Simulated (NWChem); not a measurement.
# CH5AsSi (SMILES C1[SiH2][AsH]1): levels of theory compared

Aim: a comparison of 4 runs (HF/STO-3G, HF/3-21G, B3LYP/6-31G*) of CH5AsSi. 

The calculation is run with NWChem 7.3.0.

## 1. The molecule

CH5AsSi: 8 atoms, total charge 0, spin state singlet. As SMILES, `C1[SiH2][AsH]1`. The shape is that of a PBE0-D4/def2-TZVP optimisation.

Bond lengths: C1–Si2 1.843 Å, C1–As3 2.046 Å, Si2–As3 2.317 Å, C1–H4 1.084 Å, C1–H5 1.086 Å, Si2–H6 1.480 Å, Si2–H7 1.479 Å, As3–H8 1.526 Å. Some angles: C1–Si2–As3 57.6°, Si2–C1–As3 72.9°, C1–As3–Si2 49.5°, C1–Si2–H6 117.5°, C1–Si2–H7 118.2°, As3–Si2–H6 118.8°, As3–Si2–H7 119.8°, Si2–C1–H4 121.0°, Si2–C1–H5 118.1°, As3–C1–H4 114.8°.

## 2. Energy and forces at HF/STO-3G (run 1)

File struct.nw:

```
echo
start struct
title "CH5AsSi gradient"
memory stack 880 mb heap 220 mb global 1100 mb
geometry units angstroms noautosym nocenter noautoz
 C    -0.770300    0.017900   -0.576000
 Si    0.707800    0.663100    0.315700
 As   -0.538100   -1.122700    1.107200
 H    -0.667200   -0.524000   -1.509300
 H    -1.690700    0.591800   -0.522300
 H     0.581300    1.973900    0.990500
 H     2.040800    0.422300   -0.277100
 H     0.428400   -2.079400    0.415600
end
basis spherical bse
 * library STO-3G
end
scf
 thresh 1e-08
 maxiter 80
 print medium
end
task scf gradient
```

On the command line:

```bash
$ nwchem struct.nw > struct.out
```

Log:

```text
[...]
  functions       =    37
[...]
  wavefunction    = RHF
[...]
         Total SCF energy =  -2535.172705921114
      One-electron energy =  -4042.535825932048
      Two-electron energy =   1261.795210318107
 Nuclear repulsion energy =    245.567909692827
        Time for solution =      2.8s
[...]
                         RHF ENERGY GRADIENTS
    atom               coordinates                        gradient
                 x          y          z           x          y          z
   1 C      -1.455656   0.033826  -1.088482   -0.000615   0.016401  -0.025713
   2 Si      1.337548   1.253077   0.596586   -0.003601  -0.002384  -0.013251
   3 As     -1.016862  -2.121595   2.092305   -0.038408  -0.015652   0.046761
   4 H      -1.260825  -0.990216  -2.852163    0.001214  -0.005050  -0.002861
   5 H      -3.194960   1.118340  -0.987004   -0.006547   0.001437   0.005399
   6 H       1.098498   3.730130   1.871774   -0.002978   0.026152   0.015900
   7 H       3.856553   0.798031  -0.523643    0.027450  -0.005084  -0.011515
   8 H       0.809559  -3.929496   0.785370    0.023485  -0.015818  -0.014720
[...]
```

Run time: 5.1 s. Hardware: 1 thread of Intel Xeon Platinum 8375C at 2.90GHz (Ice Lake), shared host; peak memory 0.099 GiB.

## 3. Energy and forces at HF/3-21G (run 2)

File a.nw:

```
start a
memory 2200 mb

geometry units angstrom noautosym nocenter noautoz
 C     -0.770300     0.017900    -0.576000
 Si     0.707800     0.663100     0.315700
 As    -0.538100    -1.122700     1.107200
 H     -0.667200    -0.524000    -1.509300
 H     -1.690700     0.591800    -0.522300
 H      0.581300     1.973900     0.990500
 H      2.040800     0.422300    -0.277100
 H      0.428400    -2.079400     0.415600
end

basis spherical bse
 * library 3-21G
end

scf
 thresh 1e-08
 maxiter 80
end

task scf gradient
```

On the command line:

```bash
$ nwchem a.nw > a.out
```

Log:

```text
[...]
  functions       =    54
[...]
  wavefunction    = RHF
[...]
         Total SCF energy =  -2551.337942048022
      One-electron energy =  -4047.050141050268
      Two-electron energy =   1250.144289309419
 Nuclear repulsion energy =    245.567909692827
        Time for solution =      3.2s
[...]
                         RHF ENERGY GRADIENTS
    atom               coordinates                        gradient
                 x          y          z           x          y          z
   1 C      -1.455656   0.033826  -1.088482    0.020130   0.010957   0.007697
   2 Si      1.337548   1.253077   0.596586   -0.025488  -0.028718  -0.001049
   3 As     -1.016862  -2.121595   2.092305    0.008220   0.016480  -0.004149
   4 H      -1.260825  -0.990216  -2.852163    0.000233  -0.005516  -0.004902
   5 H      -3.194960   1.118340  -0.987004   -0.006980   0.002146   0.002651
   6 H       1.098498   3.730130   1.871774    0.000186   0.000737   0.001079
   7 H       3.856553   0.798031  -0.523643    0.001052   0.000475  -0.000410
   8 H       0.809559  -3.929496   0.785370    0.002646   0.003439  -0.000917
[...]
```

Wall time 5.4 s (1 thread of Intel Xeon Platinum 8375C at 2.90GHz (Ice Lake), shared host); peak memory 0.098 GiB.

Run 3 isn't shown in full; the table further down has it.

## 4. Energy and forces at B3LYP/6-31G(d) (Cartesian functions) (run 4)

File run.py:

```python
from ase import Atoms
from ase.calculators.nwchem import NWChem

system = Atoms('CSiAsHHHHH', positions=[
    [-0.770300, 0.017900, -0.576000],
    [0.707800, 0.663100, 0.315700],
    [-0.538100, -1.122700, 1.107200],
    [-0.667200, -0.524000, -1.509300],
    [-1.690700, 0.591800, -0.522300],
    [0.581300, 1.973900, 0.990500],
    [2.040800, 0.422300, -0.277100],
    [0.428400, -2.079400, 0.415600],
])

calc = NWChem(
    label='mol',
    theory='dft',
    memory='2200 mb',
    basis='6-31G*',
    dft={'xc': 'b3lyp', 'mult': '1', 'grid': 'xfine', 'convergence': 'energy 1e-08', 'iterations': '100', 'mulliken': None},
)
system.calc = calc

forces = system.get_forces()
print(f"energy = {system.get_potential_energy():.6f} eV")
print("forces (eV/A):")
for s, f in zip(system.symbols, forces):
    print(f"{s:2s} {f[0]:10.5f} {f[1]:10.5f} {f[2]:10.5f}")
print("dipole (e A):", system.get_dipole_moment().round(4))
```

On the command line:

```bash
$ export ASE_NWCHEM_COMMAND="nwchem PREFIX.nwi > PREFIX.nwo"
$ python run.py
```

Log:

```text
energy = -69830.222665 eV
forces (eV/A):
C    -0.18065    0.08330   -0.31115
Si    0.37296    0.37523    0.05919
As   -0.24713   -0.34885    0.49951
H    -0.01908   -0.03995   -0.11174
H    -0.08855    0.05081   -0.03121
H     0.01599    0.04155   -0.00314
H     0.03898    0.01178   -0.01358
H     0.10747   -0.17386   -0.08783
dipole (e A): [ 0.0604  0.1087 -0.2035]
```

The calculator wrote mol.nwi:

```
title "mol"

permanent_dir mol

scratch_dir mol

start mol

geometry units angstrom nocenter noautosym noautoz
  C  -7.7029999999999998e-01 1.7899999999999999e-02 -5.7599999999999996e-01
  Si 7.0779999999999998e-01 6.6310000000000002e-01 3.1569999999999998e-01
  As -5.3810000000000002e-01 -1.1227000000000000e+00 1.1072000000000000e+00
  H  -6.6720000000000002e-01 -5.2400000000000002e-01 -1.5093000000000001e+00
  H  -1.6907000000000001e+00 5.9179999999999999e-01 -5.2229999999999999e-01
  H  5.8130000000000004e-01 1.9739000000000000e+00 9.9050000000000005e-01
  H  2.0407999999999999e+00 4.2230000000000001e-01 -2.7710000000000001e-01
  H  4.2840000000000000e-01 -2.0794000000000001e+00 4.1560000000000002e-01
end

memory 2200 mb

basis noprint
   * library 6-31G*
end

dft
  xc b3lyp
  mult 1
  grid xfine
  convergence energy 1e-08
  iterations 100
  mulliken
end

task dft gradient
```

mol.nwo:

```text
Northwest Computational Chemistry Package (NWChem) 7.3.0
             --------------------------------------------------------

           Job information
           ---------------

    nwchem branch   = 7.3.0
    use scalapack   = T
    input           = mol.nwi
    prefix          = mol.
    data base       = mol/mol.db
    status          = startup
    nproc           =        1

           Memory information
           ------------------

[... 5 lines left out ...]
    hardfail = no
[... 109 lines left out ...]
  convergence criterion.
[... 43 lines left out ...]
          Spatial weights used:  Erf1
[... 32 lines left out ...]
 1-e energy   =   -4056.236712
[... 48 lines left out ...]
           Coulomb energy =     1358.466391352974
[... 626 lines left out ...]
          Convergence on density requested:  1.00D-05
[... 29 lines left out ...]
          total energy or number of iterations.
[... 36 lines left out ...]
                 ----------------------------------------
                 |  Time  |  1-e(secs)   |  2-e(secs)   |
                 ----------------------------------------
                 |  CPU   |       0.01   |      10.37   |
                 ----------------------------------------
                 |  WALL  |       0.01   |      10.37   |
                 ----------------------------------------

 Task  times  cpu:       51.3s     wall:       51.3s
 Total times  cpu:       51.4s     wall:       51.4s
```

It took 53 s on 1 thread of Intel Xeon Platinum 8375C at 2.90GHz (Ice Lake), shared host; peak memory 0.14 GiB.

## 5. The series

```tsv
run	level	iteration cap	module	energy (Eh)	dipole moment (D)	HOMO energy (eV)	LUMO energy (eV)	wall time
1	HF/STO-3G	80	scf	-2535.172706	1.72	-6.40	8.08	5.1 s
2	HF/3-21G	80	scf	-2551.337942	1.18	-9.02	2.87	5.4 s
3	B3LYP/6-31G* (spherical functions)	100	dft	-2566.204687	1.16	-6.57	-0.36	49 s
4	B3LYP/6-31G* (Cartesian functions)	100	dft	-2566.213371	1.15	-6.57	-0.36	53 s
```

## 6. What came out

| quantity | value |
| --- | --- |
| run 4: total energy | -2566.21337 Eh |
| run 4: dipole moment | 1.15 D |
| run 4: HOMO energy | -6.57 eV |
| run 4: LUMO energy | -0.36 eV |
| run 4: HOMO–LUMO gap | 6.21 eV |
| run 4: largest force on an atom | 0.657 eV/Å |

The dipole moment (its size) runs from 1.15 D (B3LYP/6-31G*) to 1.72 D (HF/STO-3G). The two ends differ in method and basis. The HOMO–LUMO gap runs from 6.21 eV (B3LYP/6-31G*) to 14.48 eV (HF/STO-3G). In run 1 the basis is minimal, so the values are rough. All runs together took 1.9 min, the longest 53 s.
